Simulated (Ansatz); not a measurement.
# K: the cost of one run

Program: Ansatz 0.2.0. Level of theory: DFT PBEsol, scalar-relativistic. These are calculated values, not measurements.

### 1 The system as given

Symmetry: Im-3m, No. 229, cubic system. The conventional cell has a = 5.236 Å, b = 5.236 Å, c = 5.236 Å, α = 90.00°, β = 90.00°, γ = 90.00°.

As a file:

```xyz
1
Lattice="-2.6180 2.6180 2.6180 2.6180 -2.6180 2.6180 2.6180 2.6180 -2.6180" Properties=species:S:1:pos:R:3 pbc="T T T"
K     0.0000    0.0000    0.0000
```

### 2 After the deformation

Space group Im-3m before, R-3m after.

### 3 LAPW, all electrons

input.yaml

```yaml
crystal:
  lattice:
    - [-2.64418, 2.618, 2.618]
    - [2.618, -2.64418, 2.618]
    - [2.618, 2.618, -2.64418]
  atoms:
    - { symbol: K, position: [0.0, 0.0, 0.0] }
kpoints:
  mp_grid: { grid: [10, 10, 10] }
  band_path:
    path:
      - [0.0, 0.0, 0.0]
      - [0.0, 0.0, 0.5]
      - [-0.5, 0.5, 0.5]
      - [-0.7524689983, 0.2475310017, 0.2475310017]
      - [0.2475310017, 0.2475310017, 0.2475310017]
      - [0.0, 0.0, 0.0]
      - [-0.5, 0.0, 0.5]
    npoints: 5
scf:
  occupations: { method: fermi_dirac, width: 0.08 }
hamiltonian:
  xc: pbesol
  pseudopotentials: { kind: all_electron, lapw: { basis_error: 0.0005 } }
output:
  forces: true
  stress: true
  eigenvalues: true
```

Launch:

```console
$ ansatz run input.yaml --threads 1 --pin off --max-ram 3072MiB --backend cpu --events-out ev --progress --plain --runs-dir out
```

**Question.** How long does this run take on 1 thread of Arm Neoverse V2, shared host, and how much memory does it need?

About 4.1 s, with a peak of 0.22 GiB.
